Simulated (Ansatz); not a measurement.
The system is LiY3.

```
Y Li
1.0
    -2.36719    2.36719    5.32664
     2.36719   -2.36719    5.32664
     2.36719    2.36719   -5.32664
Y Li
3 1
Direct
  0.50000 0.50000 0.00000
  0.25000 0.75000 0.50000
  0.75000 0.25000 0.50000
  0.00000 0.00000 0.00000
```

The cell comes from a database or a generator and needn't be the stable form of this composition.

Base run:

* Program: Ansatz 0.2.0
* Functional: PBE
* Potentials or basis: Ansatz PAW
* Cutoff: 420 eV
* Density cutoff: 1680 eV
* k mesh: 6 × 6 × 6
* Occupations: fermi-dirac, width 0.05 eV
* Spin: no spin polarisation
* Hubbard terms: Y d U = 5 eV

Its results: band gap on the k mesh none (metal or under the smearing width); pressure 7.5 GPa.

Task: After a change of settings the same cell gave: band gap on the k mesh none (metal or under the smearing width); pressure 2.7 GPa. Which change was it?
A. hubbard terms from Y d U = 5 eV to Y d U = 2 eV
B. hubbard terms from Y d U = 5 eV to Y d U = 3 eV
C. hubbard terms from Y d U = 5 eV to none; hubbard projectors from ortho-atomic (the default) to none
D. functional from PBE to PBEsol; hubbard terms from Y d U = 5 eV to none; hubbard projectors from ortho-atomic (the default) to none

Result: A.

Caveats: U without spin polarisation on a metal has little footing; the U is typed as a test and isn't derived for this compound.

Not every run made on this cell is shown here.
